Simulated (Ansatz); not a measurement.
# C2H4FNSi: how energies converge with the basis set

An exercise on one series of results from a longer session: the logs are not shown, and one member is left open.

The runs use Ansatz 0.2.0, Gaussian basis; one geometry, several basis sets.

Levels to be run: PBE0-D4/def2-SVP; ωB97M-V/def2-SVP; PBE0-D4/def2-QZVPP; ωB97M-V/def2-QZVPP; the functionals' def2-TZVPP values are taken from earlier runs.

### Structure used throughout

All runs share one geometry, relaxed beforehand with PBE0-D4 in a triple-zeta def2 set.

SMILES `FC1=N[SiH2]C1`, 9 atoms, charge 0, spin multiplicity 1.

Atoms are counted from 1 here; the program's logs count them from 0.

Bond lengths: F1–C2 1.328 Å, C2–N3 1.265 Å, C2–C5 1.504 Å, N3–Si4 1.781 Å, Si4–C5 1.894 Å, Si4–H6 1.482 Å, Si4–H7 1.482 Å, C5–H8 1.090 Å, C5–H9 1.090 Å. Angles: F1–C2–N3 123.3°, F1–C2–C5 120.8°, N3–C2–C5 115.9°, C2–N3–Si4 87.6°, N3–Si4–C5 79.5°, N3–Si4–H6 114.5°, N3–Si4–H7 114.5°, C5–Si4–H6 117.2°, C5–Si4–H7 117.2°, H6–Si4–H7 110.8°, C2–C5–Si4 77.1°, C2–C5–H8 113.9°, C2–C5–H9 113.8°, Si4–C5–H8 119.3°, Si4–C5–H9 119.3°, H8–C5–H9 109.7°.

Coordinates:

```xyz
9
charge 0, multiplicity 1
F     1.53109   -1.74778    0.69167
C     0.84057   -0.76003    0.13334
N     1.19775   -0.17716   -0.93160
Si   -0.26106    0.83250   -0.77820
C    -0.43810   -0.26751    0.75378
H     0.00893    2.27189   -0.55149
H    -1.25312    0.64762   -1.86344
H    -1.23016   -1.01637    0.78514
H    -0.30749    0.17066    1.74378
```

Set-up of the first run:

Input file in.yaml:

```yaml
crystal:
  periodic: [false, false, false]
  atoms:
    - {symbol: F, position_ang: [1.531090, -1.747784, 0.691667]}
    - {symbol: C, position_ang: [0.840575, -0.760029, 0.133343]}
    - {symbol: N, position_ang: [1.197753, -0.177164, -0.931596]}
    - {symbol: Si, position_ang: [-0.261065, 0.832500, -0.778196]}
    - {symbol: C, position_ang: [-0.438098, -0.267512, 0.753784]}
    - {symbol: H, position_ang: [0.008925, 2.271886, -0.551487]}
    - {symbol: H, position_ang: [-1.253122, 0.647615, -1.863437]}
    - {symbol: H, position_ang: [-1.230165, -1.016367, 0.785144]}
    - {symbol: H, position_ang: [-0.307493, 0.170655, 1.743779]}
basis:
  gaussian: {orbitals: def2-SVP}
hamiltonian: {xc: pbe0, dispersion: d4}
output: {orbitals: {seedname: orbitals}}
```

Run with:

```sh
$ ansatz run in.yaml --threads 2 --pin off --events-out ev --progress --plain --max-ram 4352MiB
```

Among the steps run: PBE0-D4 in def2-SVP; ωB97M-V in def2-SVP; PBE0-D4 in def2-QZVPP; ωB97M-V in def2-QZVPP.

One of the session's tables, all rows but one given; the rest of the session is left out.

It belongs to the step «Density functionals: the series». 

```
functional       basis  HOMO (eV)  LUMO (eV)
   PBE0-D4    def2-SVP      -7.94      -0.04
   PBE0-D4  def2-TZVPP      -8.07      -0.19
   PBE0-D4  def2-QZVPP          ?          ?
   ωB97M-V    def2-SVP     -10.28       2.30
   ωB97M-V  def2-TZVPP     -10.44       1.58
   ωB97M-V  def2-QZVPP     -10.47       1.18
```

Q: Estimate the row for PBE0-D4, def2-QZVPP from the others.

As computed: HOMO (eV): -8.10; LUMO (eV): -0.26. In the column «HOMO (eV)» it lies between ωB97M-V, def2-SVP (-10.28) and PBE0-D4, def2-TZVPP (-8.07).
